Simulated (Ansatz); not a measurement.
Below is the output of a Python script on Ansatz's Python interface that makes a single point in a Gaussian basis of CH4F2GeS, SMILES C[S][GeH]([F])[F]. Write a script that gives it. Use: CAM-B3LYP, 6-31G* basis, multiplicity 1.

```yaml
atoms:
  - { symbol: C, position_ang: [-1.3931, -0.3982, -0.3676] }
  - { symbol: S, position_ang: [0.0851, -1.3044, -0.6351] }
  - { symbol: Ge, position_ang: [1.3388, 0.2311, 0.3338] }
  - { symbol: F, position_ang: [1.3769, 1.7389, -0.5689] }
  - { symbol: F, position_ang: [3.0317, -0.3528, 0.3837] }
  - { symbol: H, position_ang: [-1.6153, -0.1768, 0.7038] }
  - { symbol: H, position_ang: [-2.2682, -0.9229, -0.7938] }
  - { symbol: H, position_ang: [-1.3375, 0.6419, -0.9067] }
  - { symbol: H, position_ang: [0.8701, 0.4969, 1.8337] }
```

```console
$ python ch4f2ges.py
reference energy    -73885.137603 eV
total energy        -73885.137603 eV
occupied orbitals outside the frozen core (up, down): [38, 38]  frozen: 0  virtual: [69, 69]
largest force 3.6452 eV/A, rms 1.0509
dipole (D): -3.261 0.043 1.212, length 3.479
atom  Mulliken   Lowdin
C       -0.630   -0.466
S        0.054    0.253
Ge       0.698   -0.091
F       -0.369   -0.072
F       -0.375   -0.090
H        0.192    0.146
H        0.207    0.145
H        0.193    0.154
H        0.029    0.021
Alpha     -17.419 eV  occupation 2
Alpha     -14.569 eV  occupation 2
Alpha     -14.320 eV  occupation 2
Alpha     -13.995 eV  occupation 2
Alpha     -13.707 eV  occupation 2
Alpha     -13.301 eV  occupation 2
Alpha     -12.742 eV  occupation 2
Alpha     -12.542 eV  occupation 2
Alpha     -12.333 eV  occupation 2
Alpha     -12.090 eV  occupation 2
Alpha     -10.387 eV  occupation 2
Alpha      -8.794 eV  occupation 2
Alpha       0.217 eV  occupation 0
Alpha       1.056 eV  occupation 0
Alpha       1.876 eV  occupation 0
Alpha       2.929 eV  occupation 0
Alpha       3.090 eV  occupation 0
Alpha       4.057 eV  occupation 0
Alpha       4.736 eV  occupation 0
Alpha       4.861 eV  occupation 0
```

One script that gives this output:

`ch4f2ges.py`:
```python
'''Single point of CH4F2GeS.'''

from pathlib import Path
import warnings

import ansatz
import numpy as np

warnings.simplefilter('ignore', ansatz.DeckWarning)

ch4f2ges = (
    ansatz.Crystal.molecule()
    .atom('C', [-1.3931, -0.3982, -0.3676])
    .atom('S', [0.0851, -1.3044, -0.6351])
    .atom('Ge', [1.3388, 0.2311, 0.3338])
    .atom('F', [1.3769, 1.7389, -0.5689])
    .atom('F', [3.0317, -0.3528, 0.3837])
    .atom('H', [-1.6153, -0.1768, 0.7038])
    .atom('H', [-2.2682, -0.9229, -0.7938])
    .atom('H', [-1.3375, 0.6419, -0.9067])
    .atom('H', [0.8701, 0.4969, 1.8337])
)

setup = (
    ch4f2ges.calculation()
    .basis(gaussian='6-31G*')
    .functional('cam_b3lyp')
    .accuracy('high')
    .forces()
    .orbitals()
)
out = setup.run(runs_dir='runs')
rep = out.report

print('reference energy %16.6f eV' % rep['reference_energy_ev'])
print('total energy     %16.6f eV' % rep['free_energy_ev'])
print('occupied orbitals outside the frozen core (up, down):', rep['n_occupied'], ' frozen:', rep['n_frozen'], ' virtual:', rep['n_virtual'])

symbols = [site.symbol for site in ch4f2ges.cartesian_sites]
forces = np.array(rep['forces_ev_ang'])
print('largest force', round(float(np.linalg.norm(forces, axis=1).max()), 4), 'eV/A, rms', round(float(np.sqrt((forces ** 2).mean())), 4))

charges = rep['charge_distribution']
dipole = np.array(charges['dipole_moment_e_ang']) * 4.803205
print('dipole (D): {:.3f} {:.3f} {:.3f}, length {:.3f}'.format(*dipole, np.linalg.norm(dipole)))
print('atom  Mulliken   Lowdin')
for symbol, m, l in zip(symbols, charges['mulliken_charges_e'], charges['lowdin_charges_e']):
    print(f'{symbol:4s} {m:9.3f} {l:8.3f}')

lines = Path(rep['orbitals_path']).read_text().splitlines()
field_of = lambda key: [line.split('=')[1].strip() for line in lines if line.startswith(key)]
orbitals = [(27.211386 * float(e), s, float(n)) for e, s, n in zip(field_of('Ene='), field_of('Spin='), field_of('Occup='))]
homo = max(e for e, _, n in orbitals if n > 0.5)
lumo = min(e for e, _, n in orbitals if n < 0.5)
for e, spin, n in sorted(orbitals):
    if homo - 10 < e < lumo + 5:
        print(f'{spin:6s} {e:10.3f} eV  occupation {n:.0f}')
```

Caveats:
- These settings explore the input space; basis and method may be short of convergence.
- The geometry is a force-field or estimated start, not a minimum of this method, and the basis set is short of its limit.
- The Löwdin charges here are taken after orthogonalising the functions within each atom; they differ from plain Löwdin charges, and their signs can be unphysical.
- Alpha marks a spatial orbital of a restricted run, filled by both spins.
- Levels such as HOMO and LUMO are orbital energies: with these approximate functionals they aren't the ionisation energy and electron affinity, and their gap isn't the fundamental gap.
- Run time: 18 s on 1 thread of Arm Neoverse V2, with other jobs on the host, peak memory 0.59 GiB.

(A comment or docstring line of the script was reworded after the run, the code is as it ran; lines on the test bed's own set-up are left out of the output.)
